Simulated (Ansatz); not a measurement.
# Alloy of Si and Sn (12 of 64 Si sites exchanged), 64 atoms

How does this alloy cell relax, and what gap do PBEsol and HSE06 give?

Program: Ansatz 0.2.0, PAW, plane waves. These are calculated values, not measurements.

## Step 1: The system as built

64 atoms (52 Si, 12 Sn); a = 11.286 Å, b = 11.286 Å, c = 11.286 Å, α = 90.00°, β = 90.00°, γ = 90.00°. All atoms were shaken off their sites by about 0.02 Å along each axis.

Plan of the steps: (2) PBEsol cell relaxation at the single k point (½, ½, ½), on 7 threads of Arm Neoverse-V2; (3) HSE06 single point at the Γ point alone, on 7 threads of Arm Neoverse-V2.

## Step 2: PBEsol relaxation of the cell and the positions

Input file in.yaml:

```yaml
crystal:
  lattice:
    - [11.286130, 0.000000, 0.000000]
    - [0.000000, 11.286130, 0.000000]
    - [0.000000, 0.000000, 11.286130]
  atoms:
    - { symbol: Si, position: [0.999896, 0.999116, 0.000118] }
    - { symbol: Si, position: [0.001316, 0.500718, 0.997526] }
    - { symbol: Si, position: [0.997987, 0.501256, 0.500813] }
    - { symbol: Si, position: [0.502721, 0.000529, 0.000477] }
    - { symbol: Si, position: [0.497388, 0.000685, 0.500789] }
    - { symbol: Si, position: [0.497992, 0.500400, 0.997822] }
    - { symbol: Si, position: [0.501446, 0.500906, 0.501768] }
    - { symbol: Si, position: [0.123856, 0.124322, 0.625076] }
    - { symbol: Si, position: [0.124538, 0.625460, 0.127159] }
    - { symbol: Si, position: [0.621095, 0.125510, 0.122389] }
    - { symbol: Si, position: [0.627733, 0.122912, 0.624092] }
    - { symbol: Si, position: [0.622540, 0.624167, 0.126038] }
    - { symbol: Si, position: [0.250355, 0.248673, 0.499820] }
    - { symbol: Si, position: [0.249220, 0.749275, 0.000650] }
    - { symbol: Si, position: [0.753342, 0.254216, 0.000407] }
    - { symbol: Si, position: [0.749380, 0.250085, 0.501491] }
    - { symbol: Si, position: [0.749017, 0.747617, 0.002325] }
    - { symbol: Si, position: [0.750634, 0.750223, 0.496492] }
    - { symbol: Si, position: [0.374818, 0.374688, 0.125685] }
    - { symbol: Si, position: [0.372358, 0.375681, 0.625772] }
    - { symbol: Si, position: [0.375207, 0.873226, 0.127545] }
    - { symbol: Si, position: [0.873421, 0.373885, 0.124010] }
    - { symbol: Si, position: [0.872914, 0.876723, 0.626453] }
    - { symbol: Si, position: [0.250516, 0.999887, 0.251041] }
    - { symbol: Si, position: [0.250737, 0.499395, 0.250720] }
    - { symbol: Si, position: [0.251381, 0.498651, 0.748005] }
    - { symbol: Si, position: [0.750748, 0.000814, 0.247356] }
    - { symbol: Si, position: [0.749806, 0.002328, 0.750814] }
    - { symbol: Si, position: [0.748677, 0.499485, 0.250050] }
    - { symbol: Si, position: [0.749287, 0.499620, 0.750163] }
    - { symbol: Si, position: [0.371603, 0.125701, 0.374021] }
    - { symbol: Si, position: [0.377099, 0.125526, 0.873976] }
    - { symbol: Si, position: [0.375525, 0.627598, 0.374243] }
    - { symbol: Si, position: [0.375970, 0.622314, 0.874319] }
    - { symbol: Si, position: [0.872934, 0.125977, 0.376775] }
    - { symbol: Si, position: [0.876134, 0.121920, 0.877243] }
    - { symbol: Si, position: [0.873471, 0.625279, 0.374888] }
    - { symbol: Si, position: [0.872458, 0.626349, 0.874569] }
    - { symbol: Si, position: [0.000228, 0.252308, 0.247351] }
    - { symbol: Si, position: [0.998433, 0.250442, 0.744594] }
    - { symbol: Si, position: [0.997075, 0.750037, 0.748676] }
    - { symbol: Si, position: [0.497159, 0.248993, 0.245418] }
    - { symbol: Si, position: [0.500420, 0.249620, 0.750964] }
    - { symbol: Si, position: [0.500172, 0.749711, 0.249424] }
    - { symbol: Si, position: [0.498077, 0.749928, 0.753481] }
    - { symbol: Si, position: [0.124746, 0.377132, 0.373505] }
    - { symbol: Si, position: [0.125403, 0.374323, 0.873254] }
    - { symbol: Si, position: [0.126084, 0.875509, 0.373571] }
    - { symbol: Si, position: [0.125393, 0.871445, 0.875145] }
    - { symbol: Si, position: [0.625386, 0.374487, 0.374447] }
    - { symbol: Si, position: [0.625296, 0.875166, 0.376036] }
    - { symbol: Si, position: [0.622990, 0.875595, 0.878055] }
    - { symbol: Sn, position: [0.995064, 0.998445, 0.497641] }
    - { symbol: Sn, position: [0.124181, 0.124043, 0.124039] }
    - { symbol: Sn, position: [0.125768, 0.622580, 0.624857] }
    - { symbol: Sn, position: [0.625123, 0.625545, 0.623881] }
    - { symbol: Sn, position: [0.250788, 0.251552, 0.998375] }
    - { symbol: Sn, position: [0.251301, 0.748875, 0.496721] }
    - { symbol: Sn, position: [0.375487, 0.872821, 0.626107] }
    - { symbol: Sn, position: [0.873168, 0.376684, 0.623619] }
    - { symbol: Sn, position: [0.875928, 0.874319, 0.124465] }
    - { symbol: Sn, position: [0.247243, 0.999709, 0.753680] }
    - { symbol: Sn, position: [0.001424, 0.752841, 0.249509] }
    - { symbol: Sn, position: [0.625696, 0.375920, 0.875522] }
kpoints:
  mp_grid: { grid: [1, 1, 1], shift: [0.5, 0.5, 0.5] }
hamiltonian:
  xc: pbesol
scf:
  occupations: { method: fermi_dirac, width: 0.01 }
relax:
  f_tol: 0.03
  max_steps: 80
  escape_saddle: false
  adjacent_minimum: "off"
  cell: { fix: [shape] }
output:
  forces: true
  eigenvalues: true
  populations: true
```

Command:

```
$ ansatz run in.yaml --threads 7 --pin off --max-ram 13300MiB --runs-dir r --events-out ev --progress --plain
```

The runs that follow: Single point with HSE06.

What does the calculation give? Wanted: for each run, top filled to lowest empty.

As calculated:

```
             level                     time   k points  top filled to lowest empty (eV)
PBEsol, relaxation     40 s (7 CPU threads)  (½, ½, ½)                             1.04
             HSE06  4.5 min (7 CPU threads)          Γ                             0.87
```

```
     quantity                                                                         value
   relaxation                                              5 recorded steps, 6.51 eV gained
largest shift                                                                 0.27 Å (Si33)
 relaxed cell  a = 11.282 Å, b = 11.282 Å, c = 11.282 Å, α = 90.00°, β = 90.00°, γ = 90.00°
   mean bonds                                       Si–Si 2.386, Si–Sn 2.550, Sn–Sn 2.701 Å
```

**Reading.** The relaxation lowers the energy by 6.51 eV; the largest shift is 0.27 Å (Si33), while the volume changes by -0.1 %. The mean lengths of the listed bonds run from Si–Si 2.39 Å to Sn–Sn 2.70 Å. Rows on different k points differ by sampling as well as by level. No spin–orbit coupling is included; with elements this heavy it would shift the edges. With one k point the spacing samples only the states that fold onto it, so it can exceed the gap over the zone.
